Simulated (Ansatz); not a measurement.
# CH6BSn: the cost of one run

Program: Ansatz 0.2.0, Gaussian basis. Level of theory: single points in def2-TZVPP. These are calculated values, not measurements.

Filled d shells of the heavier atoms are correlated. Core potentials replace the inner electrons past krypton, and spin-orbit coupling is left out.

1 further run of the same task is left out (it didn't finish).

## (1) The starting structure

9 atoms, charge 1, spin multiplicity 1.

Atoms are counted from 1 here; the program's logs count them from 0.

Bond lengths: B1–C2 1.486 Å, B1–H4 1.201 Å, B1–H5 1.262 Å, C2–Sn3 2.310 Å, C2–H6 1.124 Å, C2–H7 1.155 Å, Sn3–H8 1.746 Å, Sn3–H9 1.843 Å. Angles: C2–B1–H4 118.7°, C2–B1–H5 118.1°, H4–B1–H5 123.0°, B1–C2–Sn3 115.1°, B1–C2–H6 109.3°, B1–C2–H7 118.3°, Sn3–C2–H6 98.2°, Sn3–C2–H7 109.7°, H6–C2–H7 103.7°, C2–Sn3–H8 119.0°, C2–Sn3–H9 131.2°, H8–Sn3–H9 109.3°.

Coordinates:

```
B    -0.5659    0.4014   -1.4485
C     0.1950    0.7392   -0.2176
Sn    0.2178   -0.9074    1.4024
H    -0.8405   -0.7488   -1.6591
H    -0.8174    1.3287   -2.2660
H     1.2947    0.7494   -0.4511
H     0.0100    1.7673    0.2755
H    -0.3624   -2.5027    0.9946
H     0.5639   -0.8278    3.2104
```

## (2) PBE0-D4/def2-TZVPP

File run/in.yaml:

```yaml
crystal:
  periodic: [false, false, false]
  atoms:
    - {symbol: B, position_ang: [-0.565900, 0.401400, -1.448500]}
    - {symbol: C, position_ang: [0.195000, 0.739200, -0.217600]}
    - {symbol: Sn, position_ang: [0.217800, -0.907400, 1.402400]}
    - {symbol: H, position_ang: [-0.840500, -0.748800, -1.659100]}
    - {symbol: H, position_ang: [-0.817400, 1.328700, -2.266000]}
    - {symbol: H, position_ang: [1.294700, 0.749400, -0.451100]}
    - {symbol: H, position_ang: [0.010000, 1.767300, 0.275500]}
    - {symbol: H, position_ang: [-0.362400, -2.502700, 0.994600]}
    - {symbol: H, position_ang: [0.563900, -0.827800, 3.210400]}
basis:
  gaussian: {orbitals: def2-TZVPP}
total_charge: 1
hamiltonian: {xc: pbe0, dispersion: d4}
output: {forces: true, orbitals: {seedname: orbitals}}
```

Started as:

```console
ansatz run in.yaml --threads 4 --pin off --events-out ev --progress --plain --max-ram 5222MiB
```

**Question.** How long does this run take on 4 threads of Arm Neoverse N1, shared host, and how much memory does it need?

About 4.1 s, with a peak of 0.43 GiB.
